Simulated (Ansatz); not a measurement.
# Mo2H3: the cost of one run

Method: DFT PBE, scalar-relativistic, plane waves, PAW, in Ansatz 0.2.0.

### Step 1. The system as given

Symmetry: P6mm, No. 183, hexagonal system. The conventional cell has a = 3.493 Å, b = 3.493 Å, c = 6.025 Å, α = 90.00°, β = 90.00°, γ = 120.00°. Around H (site symmetry 2mm) lie 4 H at 1.75 Å and 2 Mo at 1.96 Å. Mo (site symmetry 6mm) is surrounded by 6 H at 1.96 Å. Mo (site symmetry 6mm) has 1 Mo at 2.53 Å as nearest neighbours.

As a file:

```xyz
5
Lattice="3.4929 0.0000 0.0000 -1.7464 3.0249 0.0000 0.0000 0.0000 6.0245" Properties=species:S:1:pos:R:3 pbc="T T T"
H     1.7464    0.0000    0.3159
H    -0.8732    1.5125    0.3159
H     0.8732    1.5125    0.3159
Mo    0.0000    0.0000    5.4403
Mo    0.0000    0.0000    2.9088
```

A structure generator made this guess: random cell by space group and Wyckoff sites (P6mm, No. 183). Its size is a rough estimate.

### Step 2. A first look at the guess

Input file input.yaml:

```yaml
crystal:
  lattice:
    - [3.49289384, 0.0, 0.0]
    - [-1.74644692, 3.0249348, 0.0]
    - [0.0, 0.0, 6.02451994]
  atoms:
    - { symbol: H, position: [0.5, 0.0, 0.05244132] }
    - { symbol: H, position: [0.0, 0.5, 0.05244132] }
    - { symbol: H, position: [0.5, 0.5, 0.05244132] }
    - { symbol: Mo, position: [0.0, 0.0, 0.90303067] }
    - { symbol: Mo, position: [0.0, 0.0, 0.48282733] }
basis:
  ecutwfc: 420
kpoints:
  mp_grid: { grid: [6, 6, 4] }
hamiltonian:
  xc: pbe
scf:
  occupations: { method: gaussian, width: 0.1 }
  lower_state_search: "off"
output:
  forces: true
  stress: true
  eigenvalues: true
```

On the command line:

```
> ansatz run input.yaml --threads 1 --pin off --max-ram 2560MiB --backend cpu --events-out ev --progress --plain --runs-dir out
```

What time and memory should one allow on 1 thread of Intel Xeon Platinum 8259CL at 2.50GHz (Skylake/Cascade Lake), shared host?

About 3 s, with a peak of 0.38 GiB.
